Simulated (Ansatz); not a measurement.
Write a Python script for the Python package of Ansatz (0.2.0) that makes vertical spin-state energies of CH₃FSiZn, SMILES F[SiH]1[CH2][Zn]1. Settings (for the species named): Hartree-Fock, def2-SVP basis, multiplicity 1.

| atom | x (Å) | y (Å) | z (Å) |
| --- | --- | --- | --- |
| F | 0.9331 | -1.7865 | -1.2769 |
| Si | 0.1238 | -0.9555 | -0.0060 |
| C | 0.3467 | 0.8912 | -0.1851 |
| Zn | 0.0992 | 0.3967 | 2.0876 |
| H | -1.3098 | -1.2600 | -0.0434 |
| H | 0.0962 | 1.2264 | -1.1961 |
| H | -0.2280 | 1.4197 | 0.5741 |

`ch3fsizn_spin.py`
```python
"""Gap between spin states of CH3FSiZn at one geometry."""

import ansatz as az

BASIS = "def2-SVP"
XC = "hf"

geometry_ang = [
    ("F", (0.9331, -1.7865, -1.2769)),
    ("Si", (0.1238, -0.9555, -0.006)),
    ("C", (0.3467, 0.8912, -0.1851)),
    ("Zn", (0.0992, 0.3967, 2.0876)),
    ("H", (-1.3098, -1.26, -0.0434)),
    ("H", (0.0962, 1.2264, -1.1961)),
    ("H", (-0.228, 1.4197, 0.5741)),
]
geometry = az.Crystal.molecule()
for symbol, xyz in geometry_ang:
    geometry = geometry.atom(symbol, xyz)

calculation = geometry.calculation().basis(gaussian=BASIS).functional(XC)
found = {}
for unpaired in [0, 2]:
    summary = calculation.spin("collinear", total=unpaired).run(threads=1).report
    s = unpaired / 2
    found[unpaired] = summary["free_energy_ev"]
    print(f"2S+1 = {unpaired + 1}: E = {found[unpaired]:.5f} eV, <S^2> = {abs(summary['mean_field']['state']['spin_squared']):.3f} (pure state {s * (s + 1):.2f})")
lowest = min(found, key=found.get)
for unpaired, e in found.items():
    print(f"multiplicity {unpaired + 1}: {96.485332 * (e - found[lowest]):.1f} kJ/mol above the lowest")
```

```console
$ python ch3fsizn_spin.py
2S+1 = 1: E = -60007.88525 eV, <S^2> = 1.099 (pure state 0.00)
2S+1 = 3: E = -60007.86771 eV, <S^2> = 2.093 (pure state 2.00)
multiplicity 1: 0.0 kJ/mol above the lowest
multiplicity 3: 1.7 kJ/mol above the lowest
```

In order: multiplicity 1 (+0.00 eV) and multiplicity 3 (+0.02 eV), all at the one geometry.

The settings weren't tested for convergence. The geometry is a force-field or estimated start, not a minimum of this method, and the basis set is short of its limit. All parts are taken at fixed geometry, without zero-point energy. The expectation value of S² is noticeably off S(S+1) in at least one run, so that state is spin-contaminated. Hartree-Fock leaves correlation out, so it favours high-spin states too much. Timing: 8.3 s on 1 thread of AMD EPYC 9R45 (Zen 5), with other jobs on the host, peak memory 0.33 GiB.

(Lines on the test bed's own set-up are left out of the output.)
